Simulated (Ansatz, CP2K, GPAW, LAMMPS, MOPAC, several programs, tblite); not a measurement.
# CdS (Hawleyite) from cheap methods to r2SCAN

Aim: run CdS (Hawleyite) through methods of unlike cost and see what each gets, and at what price.

Program: LAMMPS, MOPAC, tblite, CP2K, GPAW, Ansatz (versions at each run). Level of theory: no spin polarisation, static lattice; gaps from single points on the cell relaxed beforehand with r²SCAN. These are calculated values, not measurements.

## 1. The structure to begin with

It takes space group F-43m (No. 216, cubic). The conventional cell has a = 5.878 Å, b = 5.878 Å, c = 5.878 Å, α = 90.00°, β = 90.00°, γ = 90.00°. Cd (site symmetry -43m) is surrounded by 4 S at 2.55 Å. Around S (site symmetry -43m) lie 4 Cd at 2.55 Å.

Structure file:

```
CELL_PARAMETERS angstrom
0.00000 2.93921 2.93921
2.93921 0.00000 2.93921
2.93921 2.93921 0.00000
ATOMIC_POSITIONS crystal
Cd 0.00000 0.00000 0.00000
S 0.25000 0.25000 0.25000
```

**Question.** The methods are CdTeZnSeHgS0.sw, PM6, PM7, GFN1-xTB (tblite), GFN2-xTB (tblite), PBE/DZVP, PBE/single-zeta, PBE/SZV, coarse PBE, GLLB-SC, PBE, r2SCAN. What gap does r2SCAN give on this cell, and which other methods (full PBE left aside) come nearest to r2SCAN and farthest in gap, volume and bulk modulus?

| quantity | value |
| --- | --- |
| r2SCAN | gap 1.54 eV, 25.39 Å³/atom, B₀ 61 GPa |
| gap: nearest and farthest of the other methods | PBE/single-zeta, coarse PBE (about 0.43 eV off); PM7 (+4.98 eV) |
| volume: nearest and farthest of the other methods | PBE/SZV (-0.2 %), GFN2-xTB (tblite) (+9.5 %) |
| bulk modulus: nearest and farthest of the other methods | CdTeZnSeHgS0.sw (+1 %), PM7 (+98 %) |

For the gap (full PBE left aside), PBE/single-zeta, coarse PBE tie for nearest to r2SCAN; PM7 is farthest. For the volume, of the 6 methods compared (full PBE left aside), PBE/SZV comes nearest to r2SCAN and GFN2-xTB (tblite) is farthest. For the bulk modulus, of the 6 methods compared (full PBE left aside), CdTeZnSeHgS0.sw comes nearest to r2SCAN and PM7 is farthest. Classical potentials are fitted to lattice constants of common crystals, so a close volume there is built in, not predicted. A minimal basis or a coarse cutoff and mesh shifts results by its own error, so closeness to r2SCAN can be chance. Cluster runs see only the k-points that fold onto the zone centre, so their gaps can miss the band edges. GLLB-SC is compared with its derivative discontinuity added. No volume is given for PM6, PBE/single-zeta, coarse PBE, which can hide a larger miss. CPU times run from 0.12 s (CdTeZnSeHgS0.sw) to 51 s (PM6). On this cell PM6, PBE/DZVP cost more than r2SCAN itself (8.5 s), so they are no saving here. A cluster method computes far more atoms than the primitive cell, so on a small crystal it can cost more than plane waves. GFN1-xTB (tblite) disagrees with r2SCAN even on whether there is a gap. r2SCAN is a yardstick, not the truth: it usually gives gaps below the measured ones.
